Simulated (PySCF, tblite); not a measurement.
# C7H8: a rotation path, then NMR shifts on frames, part 1 of 2

How do NMR shifts of C7H8 (`C#CC#CCCC`) change as the atoms move?

Programs: tblite 0.8.0 and PySCF 2.14.0, with density-fitted response routines of our own. Each step states its level of theory. These are calculated values for one molecule in the gas phase, unless marked as measured. Atoms are numbered from 0 throughout.

## (1) Starting geometry

15 atoms, charge 0, multiplicity 1; geometry from: GFN2-xTB.

Bonds of the start (Å): C0–C1 1.20, C1–C2 1.36, C2–C3 1.21, C3–C4 1.44, C4–C5 1.53, C5–C6 1.52, C0–H7 1.05, C4–H8 1.09, C4–H9 1.10, C5–H10 1.09, C5–H11 1.09, C6–H12 1.09, C6–H13 1.09, C6–H14 1.09.

## (2) A band between two rotamers with GFN2-xTB

The job: settings as JSON, then the geometry in Å.

```
{"job": {"kind": "neb", "xc": "GFN2-xTB", "basis": "xTB", "atoms": [3, 4, 5, 6], "turn": 120}, "charge": 0, "multiplicity": 1}
C      4.200259     0.466235    -0.341546
C      3.077189     0.092916    -0.119036
C      1.807048    -0.323503     0.127851
C      0.683851    -0.699468     0.358817
C     -0.674053    -1.131760     0.594799
C     -1.671782    -0.350810    -0.271336
C     -1.715077     1.123493     0.109010
H      5.178364     0.789443    -0.534283
H     -0.914489    -0.990594     1.653641
H     -0.747770    -2.200867     0.369482
H     -1.387581    -0.451592    -1.321312
H     -2.663767    -0.791299    -0.147635
H     -2.404366     1.664275    -0.535111
H     -2.044677     1.242385     1.139422
H     -0.727563     1.569135     0.010428
```

Method: GFN2-xTB climbing-image nudged elastic band, gas phase.

Started as:

```console
> OMP_NUM_THREADS=1 python probes_run.py task.json out
```

One launch serves the whole session: the jobs run in the order shown.

Log:

```text
image   E - E0 / eV
  0      -0.0000
  1       0.0203
  2       0.0748
  3       0.1330
  4       0.1592
  5       0.1335
  6       0.0760
  7       0.0219
  8      -0.0002
```

Wall time 3.3 s (1 thread of AMD EPYC 9R14, shared host); peak memory 0.18 GiB.

The final band, with the dihedral C3–C4–C5–C6:

```
image  dihedral (°)  energy (eV)  energy (kcal/mol)
    0           -66        0.000                0.0
    1           -50        0.020                0.5
    2           -35        0.075                1.7
    3           -18        0.133                3.1
    4             0        0.159                3.7
    5            17        0.134                3.1
    6            34        0.076                1.8
    7            50        0.022                0.5
    8            64        0.000                0.0
```

## (3) NMR shieldings: image 0, PBE0/pcSseg-1

The job: settings as JSON, then the geometry in Å.

```
{"job": {"kind": "nmr", "xc": "PBE0", "basis": "pcSseg-1", "pop": false}, "charge": 0, "multiplicity": 1}
C      4.200300     0.466200    -0.341500
C      3.077200     0.092900    -0.119000
C      1.807000    -0.323500     0.127900
C      0.683900    -0.699500     0.358800
C     -0.674100    -1.131800     0.594800
C     -1.671800    -0.350800    -0.271300
C     -1.715100     1.123500     0.109000
H      5.178400     0.789400    -0.534300
H     -0.914500    -0.990600     1.653600
H     -0.747800    -2.200900     0.369500
H     -1.387600    -0.451600    -1.321300
H     -2.663800    -0.791300    -0.147600
H     -2.404400     1.664300    -0.535100
H     -2.044700     1.242400     1.139400
H     -0.727600     1.569100     0.010400
```

Method: GIAO PBE0/pcSseg-1 NMR shielding, non-relativistic, gas phase.

Log:

```text
coarse grid: 12568 points
cycle   1  E = -270.9726872567  dE =  9.160e-01  |g| = 4.084e-01  |ddm| = 3.794e+00
cycle   2  E = -270.9809834831  dE = -8.296e-03  |g| = 3.693e-01  |ddm| = 8.589e-01
cycle   3  E = -271.0150723332  dE = -3.409e-02  |g| = 9.701e-02  |ddm| = 4.108e-01
cycle   4  E = -271.0167003121  dE = -1.628e-03  |g| = 5.084e-02  |ddm| = 9.372e-02
cycle   5  E = -271.0172946767  dE = -5.944e-04  |g| = 1.100e-02  |ddm| = 4.402e-02
cycle   6  E = -271.0173248550  dE = -3.018e-05  |g| = 2.255e-03  |ddm| = 1.175e-02
cycle   7  E = -271.0173256973  dE = -8.424e-07  |g| = 1.394e-03  |ddm| = 2.697e-03
final grid: 121432 points
cycle   8  E = -271.0623959507  dE = -3.392e-05  |g| = 7.517e-03  |ddm| = 9.835e-02
cycle   9  E = -271.0623855594  dE =  1.039e-05  |g| = 9.833e-03  |ddm| = 1.476e-02
cycle  10  E = -271.0624083597  dE = -2.280e-05  |g| = 2.809e-03  |ddm| = 8.684e-03
cycle  11  E = -271.0624105758  dE = -2.216e-06  |g| = 3.277e-04  |ddm| = 2.549e-03
cycle  12  E = -271.0624106018  dE = -2.591e-08  |g| = 9.329e-05  |ddm| = 3.928e-04
cycle  13  E = -271.0624106032  dE = -1.392e-09  |g| = 6.217e-05  |ddm| = 1.197e-04
cycle  14  E = -271.0624106040  dE = -8.924e-10  |g| = 1.623e-05  |ddm| = 5.392e-05
converged SCF energy = -271.0624106040

GIAO shielding tensors (ppm)
atom      isotropic    diamagn.    paramagn.     s11        s22        s33       span
  0 C      116.246     263.090    -146.844     38.872     39.990    269.877    231.004
  1 C      112.557     248.524    -135.967     23.348     23.589    290.734    267.386
  2 C      112.502     245.693    -133.191     34.118     39.250    264.139    230.021
  3 C      103.873     264.471    -160.598      1.828     10.214    299.578    297.750
  4 C      163.408     251.132     -87.724    151.369    164.495    174.359     22.990
  5 C      160.659     247.627     -86.968    154.598    156.617    170.761     16.163
  6 C      171.441     247.666     -76.225    158.362    169.658    186.302     27.940
  7 H       30.566      34.273      -3.707     25.088     25.129     41.481     16.393
  8 H       29.575      29.903      -0.328     25.050     28.274     35.401     10.350
  9 H       29.037      28.888       0.148     23.359     28.052     35.699     12.340
 10 H       30.161      30.841      -0.680     26.134     28.738     35.610      9.476
 11 H       30.166      29.509       0.658     25.084     28.506     36.909     11.825
 12 H       30.537      28.526       2.011     26.078     27.630     37.903     11.824
 13 H       30.980      29.666       1.315     27.277     28.382     37.283     10.006
 14 H       30.054      30.632      -0.579     25.107     30.298     34.756      9.649
```

It took 13 s on 1 thread of AMD EPYC 9R14, shared host; peak memory 0.73 GiB.

The references, computed at this level on geometries of the same kind, shield at (ppm): 1H TMS 31.72, 13C TMS 186.9. Their shielding less the atom's gives the shift. The references are single molecules in the gas phase. Each atom is listed at this fixed geometry, with no averaging over motion; a spectrum would average atoms that exchange fast.

| atoms | environment | σ (ppm) | δ (ppm) |
| --- | --- | --- | --- |
| C3 | alkyne carbon | 103.9 | 83.1 |
| C2 | alkyne carbon | 112.5 | 74.4 |
| C1 | alkyne carbon | 112.6 | 74.4 |
| C0 | terminal alkyne carbon | 116.2 | 70.7 |
| C5 | sp3 CH2 | 160.7 | 26.3 |
| C4 | propargylic sp3 CH2 | 163.4 | 23.5 |
| C6 | methyl carbon | 171.4 | 15.5 |
| H9 | hydrogen on a propargylic sp3 CH2 | 29.04 | 2.68 |
| H8 | hydrogen on a propargylic sp3 CH2 | 29.58 | 2.14 |
| H14 | hydrogen on a methyl carbon | 30.05 | 1.66 |
| H10 | hydrogen on an sp3 CH2 | 30.16 | 1.56 |
| H11 | hydrogen on an sp3 CH2 | 30.17 | 1.55 |
| H12 | hydrogen on a methyl carbon | 30.54 | 1.18 |
| H7 | hydrogen on a terminal alkyne carbon | 30.57 | 1.15 |
| H13 | hydrogen on a methyl carbon | 30.98 | 0.74 |

## (4) Shielding tensors: image 2, PBE0/pcSseg-1

The job: settings as JSON, then the geometry in Å.

```
{"job": {"kind": "nmr", "xc": "PBE0", "basis": "pcSseg-1", "pop": false}, "charge": 0, "multiplicity": 1}
C      4.034800     0.696000    -0.162300
C      2.944000     0.207100    -0.016100
C      1.704800    -0.323800     0.153900
C      0.607200    -0.804400     0.298600
C     -0.738500    -1.285800     0.505400
C     -1.795600    -0.356800    -0.124300
C     -1.406100     1.115000    -0.050800
H      4.988000     1.112200    -0.289400
H     -0.908100    -1.365700     1.584200
H     -0.831000    -2.289100     0.077700
H     -1.941300    -0.631900    -1.170900
H     -2.744200    -0.512000     0.394600
H     -2.173400     1.733400    -0.510300
H     -1.274900     1.431800     0.981400
H     -0.470100     1.282200    -0.578600
```

Method: GIAO PBE0/pcSseg-1 NMR shielding, non-relativistic, gas phase.

Log:

```text
coarse grid: 12568 points
cycle   1  E = -270.9687756015  dE =  9.185e-01  |g| = 4.084e-01  |ddm| = 3.787e+00
cycle   2  E = -270.9769202434  dE = -8.145e-03  |g| = 3.696e-01  |ddm| = 8.825e-01
cycle   3  E = -271.0111036278  dE = -3.418e-02  |g| = 9.674e-02  |ddm| = 4.202e-01
cycle   4  E = -271.0127062693  dE = -1.603e-03  |g| = 5.145e-02  |ddm| = 9.454e-02
cycle   5  E = -271.0133144007  dE = -6.081e-04  |g| = 1.082e-02  |ddm| = 4.360e-02
cycle   6  E = -271.0133432374  dE = -2.884e-05  |g| = 2.377e-03  |ddm| = 1.144e-02
cycle   7  E = -271.0133441838  dE = -9.464e-07  |g| = 1.472e-03  |ddm| = 2.863e-03
final grid: 121432 points
cycle   8  E = -271.0587329727  dE = -3.534e-05  |g| = 7.375e-03  |ddm| = 9.243e-02
cycle   9  E = -271.0587220880  dE =  1.088e-05  |g| = 9.784e-03  |ddm| = 1.464e-02
cycle  10  E = -271.0587447264  dE = -2.264e-05  |g| = 2.938e-03  |ddm| = 8.801e-03
cycle  11  E = -271.0587471703  dE = -2.444e-06  |g| = 3.570e-04  |ddm| = 2.722e-03
cycle  12  E = -271.0587472017  dE = -3.134e-08  |g| = 9.763e-05  |ddm| = 4.041e-04
cycle  13  E = -271.0587472032  dE = -1.482e-09  |g| = 6.682e-05  |ddm| = 1.343e-04
cycle  14  E = -271.0587472042  dE = -1.031e-09  |g| = 1.688e-05  |ddm| = 5.669e-05
cycle  15  E = -271.0587472043  dE = -6.787e-11  |g| = 2.965e-06  |ddm| = 1.612e-05
converged SCF energy = -271.0587472043

GIAO shielding tensors (ppm)
atom      isotropic    diamagn.    paramagn.     s11        s22        s33       span
  0 C      115.913     262.844    -146.931     38.872     40.073    268.794    229.922
  1 C      112.653     248.594    -135.941     23.375     23.695    290.890    267.515
  2 C      109.484     246.421    -136.937     30.806     37.419    260.228    229.422
  3 C      105.583     263.759    -158.177      7.511     10.721    298.516    291.005
  4 C      165.925     250.963     -85.038    147.482    172.387    177.906     30.424
  5 C      165.253     247.292     -82.039    156.133    166.099    173.527     17.394
  6 C      172.325     248.219     -75.894    163.468    170.623    182.883     19.416
  7 H       30.538      34.248      -3.710     25.062     25.123     41.429     16.367
  8 H       29.214      29.341      -0.126     23.571     28.341     35.731     12.160
  9 H       29.130      28.637       0.493     23.587     27.826     35.977     12.390
 10 H       30.197      30.229      -0.031     25.203     28.612     36.776     11.573
 11 H       30.212      29.130       1.082     25.445     28.261     36.929     11.485
 12 H       30.632      28.734       1.898     26.053     27.820     38.023     11.970
 13 H       30.921      30.479       0.442     27.377     28.464     36.922      9.545
 14 H       29.956      30.827      -0.871     24.902     30.076     34.889      9.987
```

Run time: 13 s. Hardware: 1 thread of AMD EPYC 9R14, shared host; peak memory 0.76 GiB.

In short: δ C3 81.3, C2 77.4, C1 74.3, C0 71.0, H9 2.59, H8 2.50 ppm.

(Continued in part 2 of 2.)
